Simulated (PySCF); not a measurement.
**InC+: from the state search to spectroscopic constants**

One job finds the state of InC+, follows it along the bond with each method and fits the curves.

The runs use PySCF 2.14.0; In aug-cc-pVDZ-PP with ECP28, C aug-cc-pVDZ, scalar-relativistic core potentials.

### 1 Input

The job is set up so:

```yaml
atoms: In, C
charge: 1
basis: In aug-cc-pVDZ-PP with ECP28, C aug-cc-pVDZ
Hamiltonian: scalar-relativistic core potentials
basis_functions: 55
electrons_treated: 26
masses_in_u: 114.9039, 12.0000
levels: PBE0, PBE, r²SCAN, M06-2X, M06, PBEsol, HF, MP2, SCS-MP2, CCSD, CCSD(T)
grid: 80 radial by 434 angular points
occupations: held fixed by the projection of orbital angular momentum
dissociation_limit: In+ + C, each in its ground configuration
starting_distance_in_angstrom: 2.200
values_of_2S_to_try: 0, 2
```

Started as:

```
> OMP_NUM_THREADS=1 python dia.py task.json out
```

After the search, every level is run at each distance in turn; below they are sorted by level.

### 2 State search with unrestricted PBE0

Unrestricted PBE0 solutions at 2.200 Å, counted from the lowest. The search isn't exhaustive.

```
2Ms+1    unpaired          term  E (eV)  ⟨S²⟩  ⟨Lz²⟩  μ (D)
    3        π ↑↑           ³Σ⁻    0.00  2.07   0.00  -0.89
    3    σ ↑, π ↑            ³Π    0.43  2.01   1.00   1.20
    1        π ↑↓  not assigned    0.45  1.01   2.01  -0.93
    1    σ ↓, π ↑  not assigned    0.72  1.02   1.00   0.96
    1        none  not assigned    1.79  0.00   2.00  -0.88
    3  σ ↑↑, π ↑↓  not assigned    3.03  3.01   2.01  -1.69
```

6 of 10 solutions are listed, lowest first.

A term symbol stands only where ⟨S²⟩ and ⟨Lz²⟩ are near those of a pure state. A positive dipole points from In to C; in an ion it is taken about the centre of mass and does not tell which atom is negative.

The most promising solutions are followed along the bond (rough minima from three points):

```
2Ms+1  unpaired  R at minimum (Å)  energy at minimum (eV)
    3  σ ↑, π ↑              2.88                    0.00
    3      π ↑↑              2.35                    0.11
    1  σ ↓, π ↑              2.82                    0.39
    1      π ↑↓              2.37                    0.55
```

The search made 10 SCF attempts at the starting distance; with the short scans it took 9.9 s of wall time (1 thread, shared host).

### 3 PBE0 along the bond

State followed: ³Π (triplet), unpaired electrons σ ↑, π ↑. The scan is laid around 2.884 Å.

Output of the SCF at 2.884 Å:

```text
******** <class 'pyscf.dft.uks_symm.SymAdaptedUKS'> ********
method = SymAdaptedUKS
initial guess = minao
damping factor = 0
level_shift factor = 0
DIIS = <class 'pyscf.scf.diis.CDIIS'>
diis_start_cycle = 1
diis_space = 10
diis_damp = 0
SCF conv_tol = 1e-09
SCF conv_tol_grad = None
SCF max_cycles = 60
direct_scf = False
max_memory 909 MB (current use 376 MB)
number electrons alpha = 14  beta = 12
XC library pyscf.dft.libxc version 7.0.0
    S. Lehtola, C. Steigemann, M. J.T. Oliveira, and M. A.L. Marques.,  SoftwareX 7, 1–5 (2018)
XC functionals = PBE0
    C. Adamo and V. Barone.,  J. Chem. Phys. 110, 6158 (1999)
    M. Ernzerhof and G. E. Scuseria.,  J. Chem. Phys. 110, 5029 (1999)
small_rho_cutoff = 0
Overwritten attributes  get_hcore get_k get_occ get_jk get_j  of <class 'pyscf.dft.uks_symm.SymAdaptedUKS'>
Set gradient conv threshold to 3.16228e-05
init E= -227.719975303029
cycle= 1 E= -227.715349958655  delta_E= 0.00463  |g|= 0.00387  |ddm|= 0.0843
cycle= 2 E= -227.715368315471  delta_E= -1.84e-05  |g|= 0.00259  |ddm|= 0.0349
cycle= 3 E= -227.715376494512  delta_E= -8.18e-06  |g|= 0.000414  |ddm|= 0.0144
cycle= 4 E= -227.715377181835  delta_E= -6.87e-07  |g|= 0.000166  |ddm|= 0.00538
cycle= 5 E= -227.715377266333  delta_E= -8.45e-08  |g|= 4.12e-05  |ddm|= 0.00211
cycle= 6 E= -227.71537727054  delta_E= -4.21e-09  |g|= 7.56e-06  |ddm|= 0.000493
cycle= 7 E= -227.715377270609  delta_E= -6.84e-11  |g|= 1.77e-06  |ddm|= 4.63e-05
Extra cycle  E= -227.715377270613  delta_E= -3.72e-12  |g|= 7.6e-07  |ddm|= 8.8e-06
converged SCF energy = -227.715377270613  <S^2> = 2.005598  2S+1 = 3.0037297
```

Points of the scan, energies from the lowest:

```
 R (Å)  E (eV)  μ (D)  Mulliken charge of In (e)  Mayer bond order  ⟨S²⟩  HOMO (eV)  LUMO (eV)
2.4802  0.1298   1.24                       0.98              0.32  2.01     -13.09     -10.33
2.5956  0.0559   1.17                       0.96              0.29  2.01     -13.08     -10.08
2.7110  0.0169   1.06                       0.95              0.26  2.01     -13.04      -9.84
2.7975  0.0035   0.96                       0.94              0.25  2.01     -12.99      -9.67
2.8840  0.0000   0.84                       0.94              0.23  2.01     -12.92      -9.50
2.9705  0.0036   0.72                       0.93              0.22  2.01     -12.84      -9.34
3.0859  0.0162   0.56                       0.93              0.21  2.00     -12.71      -9.13
3.2301  0.0395   0.35                       0.93              0.19  2.00     -12.50      -8.89
3.4031  0.0726   0.09                       0.93              0.17  2.00     -12.23      -8.62
3.6338  0.1177  -0.24                       0.94              0.14  2.00     -11.91      -8.29
```

Constants from the curve: Re = 2.879 Å, ωe = 155.8 cm⁻¹, ωexe = 2.24 cm⁻¹, αe = 0.00342 cm⁻¹, Be = 0.1872 cm⁻¹, De = 0.331 eV, μ = 0.85 D.

Orbitals nearest the gap at 2.884 Å:

```
spin  orbital  ε (eV)  filled              made of
   α        π  -27.68     yes           In d 100 %
   β        π  -27.67     yes           In d 100 %
   β        π  -27.66     yes           In d 100 %
   β        σ  -27.65     yes           In d 100 %
   α        σ  -22.25     yes             C s 98 %
   β        σ  -19.11     yes             C s 94 %
   α        σ  -15.63     yes  In s 80 %, C p 17 %
   β        σ  -15.08     yes            In s 94 %
   α        π  -13.10     yes             C p 99 %
   α        σ  -12.92     yes  C p 75 %, In s 17 %
   α        π   -9.50      no             C p 94 %
   β        π   -8.65      no  C p 86 %, In p 12 %
   β        σ   -8.22      no  C p 51 %, In p 46 %
   α        π   -7.19      no            In p 99 %
```

Polarisability there: 58.5 bohr³ along the bond, 33.8 across it.

### 4 Fields at the reference distance

The fields below are evaluated on a grid from the run's orbitals.

Frontier orbitals at PBE0 (alpha spin), with the share of their density that lies nearest to each atom:

```
orbital  energy (eV)            lies on
   HOMO       -12.92  C2 74 %; In1 26 %
   LUMO        -9.50            C2 94 %
```

ELF in a plane through or near 2 of the atoms.

Ten even steps from '0' (0.00) to '9' (0.96):
```
0000000000000000000000000000
0000012333210000000000000000
0000256766531000000000000000
0003677655542000000000000000
0014776544442000000000000000
0047764333332101111122220000
0268643222222113432356642000
0377542356432236853588875200
0587533677752248951399986300
0587433730662249938499997300
0587433730662249938399997300
0587533677752248950399986300
0377542356432236853588875200
0268643222222113432356642000
0047764333332101111122220000
0015776544442000000000000000
0003677655542000000000000000
0000256766531000000000000000
0000012333210000000000000000
0000000000000000000000000000
```
The map spans 8.1 Å across and 5.2 Å up, centred on the molecule. Atoms in the plane (x, y in Å): In1 (-1.4, 0.0), C2 (1.4, 0.0).

log10 of the density (e/Å³) in the same plane.

Ten even steps from '0' (-4.0) to '9' (2.0):
```
0000011111111100000000000000
0001112222222111100000000000
0011222333332221111111100000
0112233344433322222222211000
0122334444443333333332221000
1123344555544433444443322100
1223445566655444555554432210
1233455677765545566655433210
1234456788876555667665543210
1234456887876556679866543210
1234456887876556679866543210
1234456788876555667665543210
1233455677765545566655433210
1223445566655444555554432210
1123344555544433444443322100
0122334444443333333332221000
0112233344433322222222211000
0011222333332221111111100000
0001122222222111100000000000
0000011111111100000000000000
```
The map spans 8.1 Å across and 5.2 Å up, centred on the molecule. Atoms in the plane (x, y in Å): In1 (-1.4, 0.0), C2 (1.4, 0.0).

On the surface of density 0.002 e/bohr³ the electrostatic potential runs, from the 1st to the 99th percentile, from 3.97 V near C2 to 7.47 V near In1.

The spin density lies nearest to C2 91 %; In1 9 %.

Core electrons inside the core potentials are missing from the density.

### 5 Other states along the same grid

State 2: ³Σ⁻ (triplet), unpaired electrons π ↑↑, an excited solution.

The SCF at the reference distance, 2.884 Å, printed:

```text
[... 13 set-up lines left out, the same as in an earlier log ...]
max_memory 909 MB (current use 431 MB)
[... 8 set-up lines left out, the same as in an earlier log ...]
init E= -227.71281573061
cycle= 1 E= -227.70596745038  delta_E= 0.00685  |g|= 0.00177  |ddm|= 0.0724
cycle= 2 E= -227.705975210396  delta_E= -7.76e-06  |g|= 0.000716  |ddm|= 0.0137
cycle= 3 E= -227.705976022458  delta_E= -8.12e-07  |g|= 0.000264  |ddm|= 0.00457
cycle= 4 E= -227.705976234217  delta_E= -2.12e-07  |g|= 0.000106  |ddm|= 0.00238
cycle= 5 E= -227.705976269399  delta_E= -3.52e-08  |g|= 5.28e-05  |ddm|= 0.00105
cycle= 6 E= -227.705976281043  delta_E= -1.16e-08  |g|= 1.78e-05  |ddm|= 0.000748
cycle= 7 E= -227.705976282636  delta_E= -1.59e-09  |g|= 1.1e-05  |ddm|= 0.00021
cycle= 8 E= -227.70597628302  delta_E= -3.84e-10  |g|= 4.89e-06  |ddm|= 6.29e-05
Extra cycle  E= -227.705976283102  delta_E= -8.22e-11  |g|= 3.65e-06  |ddm|= 2.29e-05
converged SCF energy = -227.705976283102  <S^2> = 2.0093419  2S+1 = 3.0062215
```

No constants are quoted: the lowest point is the short end of the scan.

State 3: Ms = 0 determinant of mixed spin (⟨S²⟩ = 1.01), unpaired electrons σ ↓, π ↑, an excited solution.

Log of the SCF at 2.884 Å:

```text
[... 14 set-up lines left out, the same as in an earlier log ...]
number electrons alpha = 13  beta = 13
[... 7 set-up lines left out, the same as in an earlier log ...]
init E= -227.705921442075
cycle= 1 E= -227.700753412377  delta_E= 0.00517  |g|= 0.00422  |ddm|= 0.0872
cycle= 2 E= -227.700777227014  delta_E= -2.38e-05  |g|= 0.00272  |ddm|= 0.0356
cycle= 3 E= -227.700786540239  delta_E= -9.31e-06  |g|= 0.00054  |ddm|= 0.0157
cycle= 4 E= -227.700787579428  delta_E= -1.04e-06  |g|= 0.000234  |ddm|= 0.00609
cycle= 5 E= -227.700787741385  delta_E= -1.62e-07  |g|= 4.99e-05  |ddm|= 0.00287
cycle= 6 E= -227.700787748219  delta_E= -6.83e-09  |g|= 8.91e-06  |ddm|= 0.000641
cycle= 7 E= -227.700787748317  delta_E= -9.84e-11  |g|= 2.19e-06  |ddm|= 6.33e-05
Extra cycle  E= -227.700787748322  delta_E= -4.58e-12  |g|= 9.75e-07  |ddm|= 1.24e-05
converged SCF energy = -227.700787748322  <S^2> = 1.0107704  2S+1 = 2.2456806
```

Re = 2.811 Å, ωe = 159.4 cm⁻¹; the determinant mixes terms (⟨S²⟩ = 1.01, ⟨Lz²⟩ = 1.00), so these belong to no real state. Its minimum lies 0.39 eV above that of the lowest state.

State 4: Ms = 0 determinant of mixed spin (⟨S²⟩ = 1.01), unpaired electrons π ↑↓, an excited solution.

The SCF at the reference distance, 2.884 Å, printed:

```text
[... 22 set-up lines left out, the same as in an earlier log ...]
init E= -227.697018053037
cycle= 1 E= -227.689950995883  delta_E= 0.00707  |g|= 0.00177  |ddm|= 0.0723
cycle= 2 E= -227.689958019763  delta_E= -7.02e-06  |g|= 0.000702  |ddm|= 0.0133
cycle= 3 E= -227.689958613167  delta_E= -5.93e-07  |g|= 0.000232  |ddm|= 0.00414
cycle= 4 E= -227.689958700241  delta_E= -8.71e-08  |g|= 7.22e-05  |ddm|= 0.00135
cycle= 5 E= -227.689958706017  delta_E= -5.78e-09  |g|= 1.75e-05  |ddm|= 0.000381
cycle= 6 E= -227.689958706354  delta_E= -3.37e-10  |g|= 2.89e-06  |ddm|= 8.44e-05
Extra cycle  E= -227.689958706358  delta_E= -4.15e-12  |g|= 1.88e-06  |ddm|= 1.44e-05
converged SCF energy = -227.689958706358  <S^2> = 1.0066228  2S+1 = 2.2419838
```

No constants are quoted: the lowest point is the short end of the scan.

Energy (eV) from the lowest point of the lowest state:

```
R (Å)  lowest  state 2  state 3  state 4
2.480   0.130    0.135    0.481    0.573
2.596   0.056    0.169    0.426    0.606
2.711   0.017    0.206    0.400    0.642
2.797   0.004    0.232    0.395    0.668
2.884   0.000    0.256    0.397    0.692
2.970   0.004    0.276    0.405    0.712
3.086   0.016    0.299    0.422    0.735
3.230   0.040    0.320    0.450    0.757
3.403   0.073    0.337    0.486    0.775
3.634   0.118    0.351    0.535    0.789
```

### 6 PBE (GGA)

Output of the SCF at 2.884 Å:

```text
[... 17 set-up lines left out, the same as in an earlier log ...]
XC functionals = PBE
    J. P. Perdew, K. Burke, and M. Ernzerhof.,  Phys. Rev. Lett. 77, 3865 (1996)
    J. P. Perdew, K. Burke, and M. Ernzerhof.,  Phys. Rev. Lett. 78, 1396 (1997)
    J. P. Perdew, K. Burke, and M. Ernzerhof.,  Phys. Rev. Lett. 77, 3865 (1996)
    J. P. Perdew, K. Burke, and M. Ernzerhof.,  Phys. Rev. Lett. 78, 1396 (1997)
[... 2 set-up lines left out, the same as in an earlier log ...]
init E= -227.71028188139
cycle= 1 E= -227.711415013276  delta_E= -0.00113  |g|= 0.0141  |ddm|=  0.2
cycle= 2 E= -227.711443668314  delta_E= -2.87e-05  |g|= 0.0108  |ddm|= 0.0763
cycle= 3 E= -227.71154051757  delta_E= -9.68e-05  |g|= 0.00277  |ddm|= 0.0495
cycle= 4 E= -227.711548646391  delta_E= -8.13e-06  |g|= 0.000233  |ddm|= 0.0134
cycle= 5 E= -227.711548715977  delta_E= -6.96e-08  |g|= 5.13e-05  |ddm|= 0.00149
cycle= 6 E= -227.71154871932  delta_E= -3.34e-09  |g|= 1.18e-05  |ddm|= 0.000302
cycle= 7 E= -227.711548719482  delta_E= -1.62e-10  |g|= 3.79e-06  |ddm|= 7.3e-05
Extra cycle  E= -227.711548719487  delta_E= -4.77e-12  |g|= 3.18e-06  |ddm|= 2.93e-05
converged SCF energy = -227.711548719487  <S^2> = 2.0033026  2S+1 = 3.0022009
```

Re = 2.843 Å, ωe = 160.5 cm⁻¹, ωexe = 2.07 cm⁻¹, αe = 0.00341 cm⁻¹, Be = 0.1920 cm⁻¹, De = 0.395 eV, μ = 1.03 D.

[end of part 1 of 2]
